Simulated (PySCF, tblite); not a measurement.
**C₈H₁₃BS: geometry, infrared bands and NMR shifts**

Aim: predict the infrared bands and NMR shifts of C₈H₁₃BS (`CC#C[C@@H]1C[C@@H](C)BCS1`).

Computed with tblite 0.8.0 and PySCF 2.14.0, with density-fitted response routines of our own, on a single molecule in the gas phase. Atoms are numbered from 0 throughout.

### 1 The molecule as given

23 atoms, charge 0, multiplicity 1; geometry from: force field or distance geometry start.

Bonds of the start (Å): C0–C1 1.48, C1–C2 1.20, C2–C3 1.47, C3–C4 1.48, C4–C5 1.50, C5–C6 1.52, C5–B7 1.58, B7–C8 1.59, C8–S9 1.83, S9–C3 1.82, C0–H10 1.11, C0–H11 1.12, C0–H12 1.12, C3–H13 1.14, C4–H14 1.10, C4–H15 1.11, C5–H16 1.11, C6–H17 1.13, C6–H18 1.13, C6–H19 1.08, B7–H20 1.21, C8–H21 1.10, C8–H22 1.11.

### 2 Relaxing the molecule with GFN2-xTB

What the job is given:

```
{"job": {"kind": "relax", "xc": "GFN2-xTB", "basis": "xTB"}, "charge": 0, "multiplicity": 1}
C      4.512700    -0.199100    -0.845000
C      3.126400    -0.090700    -0.338600
C      2.006100    -0.023500     0.083700
C      0.619900     0.088400     0.555100
C     -0.358800    -0.646100    -0.280500
C     -1.691600     0.026100    -0.471800
C     -2.649100    -1.077600    -0.874400
B     -2.279300     0.693900     0.837500
C     -1.426200     1.662100     1.770500
S      0.150700     1.821600     0.860900
H      4.490600     0.024700    -1.932600
H      4.914400    -1.242500    -0.734100
H      5.202000     0.477300    -0.277800
H      0.560800    -0.389100     1.586500
H     -0.539900    -1.645500     0.141500
H      0.092000    -0.742700    -1.288100
H     -1.682300     0.759500    -1.303200
H     -2.338400    -1.467600    -1.883500
H     -2.472000    -1.917600    -0.137800
H     -3.691500    -0.781400    -0.875600
H     -3.447500     0.990400     0.771900
H     -1.916000     2.626000     1.955600
H     -1.187800     1.080200     2.689800
```

The run is started by

```console
$ OMP_NUM_THREADS=1 python probes_run.py task.json out
```

This one command runs all jobs of the session in turn.

**Question.** This job is followed by: GFN2-xTB harmonic vibrations, gas phase; GIAO PBE0/pcSseg-1 NMR shielding, non-relativistic, gas phase. What will the session give for the following? strongest single infrared mode (GFN2-xTB); zero-point energy (GFN2-xTB); ¹³C shifts against TMS (PBE0/pcSseg-1); ¹H shifts against TMS (PBE0/pcSseg-1, means over atoms taken as alike); ¹¹B shifts against BF3·OEt2 (PBE0/pcSseg-1); ³³S shifts against CS2 (PBE0/pcSseg-1); surface potential, 1st and 99th percentile.

**Answer**, as computed:

| quantity | value |
| --- | --- |
| strongest single infrared mode (GFN2-xTB) | 2639 cm⁻¹, 152 km/mol |
| zero-point energy (GFN2-xTB) | 116.9 kcal/mol |
| ¹³C shifts against TMS (PBE0/pcSseg-1) | 88.1, 85.6, 48.3, 44.0, 40.7, 36.5, 20.7, 4.8 ppm |
| ¹H shifts against TMS (PBE0/pcSseg-1, means over atoms taken as alike) | 8.37, 3.40, 2.65, 2.64, 2.12, 2.01, 1.71, 1.68, 1.27 ppm |
| ¹¹B shifts against BF3·OEt2 (PBE0/pcSseg-1) | 95.5 ppm |
| ³³S shifts against CS2 (PBE0/pcSseg-1) | 41 ppm |
| surface potential, 1st and 99th percentile | -1.24 V and 1.15 V |

What this shows: The optimisation took 125 steps and gained 0.981 eV; among the close pairs (by a distance rule), C3–C4 changed most, from 1.482 to 1.530 Å. The lowest mode is slightly imaginary (13i cm⁻¹), a soft motion within the noise of the Hessian, so the minimum is not strictly shown. The strongest single mode, at 2639 cm⁻¹, moves mainly H20. GFN2-xTB is a fitted tight-binding method: band positions and strengths are rough. Its intensities can rank the bands wrongly. At PBE0/pcSseg-1: Shielding is most anisotropic at S9 (span 430 ppm, paramagnetic term -595 ppm). At PBE0/pcSseg-1, counted by nearest atom on the grid, the HOMO lies on S9 75 %, the LUMO on B7 50 %; H20 14 %.
